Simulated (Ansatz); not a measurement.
# The pair BrH···FH₃Si: a pair, distance and angle

Aim: map the energy of the pair BrH···FH₃Si over two coordinates, and find its wells, ridges and stiffness.

The runs use Ansatz 0.2.0; RHF/def2-SVPD.

**1. The starting structure**

7 atoms, charge 0, spin multiplicity 1.

Atoms are counted from 1 here; the program's logs count them from 0.

Bond lengths: Br1–H2 1.447 Å, Si3–F4 1.675 Å, Si3–H5 1.497 Å, Si3–H6 1.496 Å, Si3–H7 1.496 Å. Angles: F4–Si3–H5 106.6°, F4–Si3–H6 107.0°, F4–Si3–H7 107.0°, H5–Si3–H6 111.9°, H5–Si3–H7 111.9°, H6–Si3–H7 112.1°.

Coordinates:

```mol
BrFH4Si
  3D, bonds by distance, orders not assigned

  7  5  0  0  0  0  0  0  0  0999 V2000
    0.4937   -0.1116   -3.3227 Br  0  0
   -0.2023   -0.2425   -2.0614 H   0  0
   -0.0178    0.0897    1.1366 Si  0  0
   -0.8904   -0.3244   -0.2318 F   0  0
   -0.9570   -0.0346    2.2951 H   0  0
    0.4518    1.4976    0.9470 H   0  0
    1.1221   -0.8742    1.2372 H   0  0
  1  2  8  0
  3  4  8  0
  3  5  8  0
  3  6  8  0
  3  7  8  0
M  END
```

This geometry comes from a loose relaxation at PBE in a small basis, which is not shown.

**5. Setting up the map**

- distance F4···Br1: 15 values from 3.072 to 5.072 Å
- turn of Br1, H2 about F4: 15 values from −60.0 to 60.0 °

Nothing else is relaxed (both partners rigid). Energies count from the two partners far apart, frozen as in the relaxed pair, each in its own basis (no counterpoise correction). Points are written as (first, second).

(The set-up runs are not shown.)

**6. The run at (3.830 Å, 42.9°)**

input.yaml

```yaml
crystal:
  periodic: [false, false, false]
  atoms:
    - { symbol: Br, position_ang: [2.19327, -1.482771, -3.046043] }
    - { symbol: H, position_ang: [1.379551, -0.946229, -2.02496] }
    - { symbol: Si, position_ang: [0.057172, 0.133371, 1.345564] }
    - { symbol: F, position_ang: [-0.013463, -0.026973, -0.274783] }
    - { symbol: H, position_ang: [-1.279554, -0.184571, 1.877109] }
    - { symbol: H, position_ang: [0.435034, 1.528051, 1.632879] }
    - { symbol: H, position_ang: [1.073145, -0.813712, 1.836785] }
basis:
  gaussian: { orbitals: def2-SVPD }
hamiltonian:
  xc: hf
output:
  forces: true
```

On the command line:

```bash
ansatz run input.yaml --threads 1 --pin off --max-ram 2560MiB --backend cpu --events-out ev --progress --plain --runs-dir out
```

The session goes on with these runs: the other points that were computed.

Before running it: what results should come out? Wanted: lowest point; highest computed point; dipole moment; largest force on an atom.

**Answer**, as computed:

| quantity | value |
| --- | --- |
| lowest point | (3.682 Å, 0.0°), −107 meV |
| highest computed point | (3.072 Å, 60.0°), 209 meV above the lowest |
| dipole moment (D) | 2.52 at (5.072 Å, −60.0°) to 4.06 at (3.072 Å, 0.0°); 3.30 at the lowest point |
| largest force on an atom (eV/Å) | 0.01 at (3.682 Å, 0.0°) to 0.61 at (3.072 Å, −60.0°); 0.01 at the lowest point |
| time for the whole task | 21 min on 1 thread, shared host |

**Reading.** The lowest computed point is at (3.682 Å, 0.0°), −107 meV from the two partners far apart, frozen as in the relaxed pair, each in its own basis (no counterpoise correction). The grid is coarse, so the lowest point of the scanned range may lie between grid points; coordinates that were held can hide deeper minima. The grid shows no other well, apart from its symmetry copies. The highest computed point, (3.072 Å, 60.0°), lies 209 meV above the lowest. Round the minimum the two coordinates are nearly uncoupled. No counterpoise correction was made, so wells between separate parts tend to come out somewhat too deep.
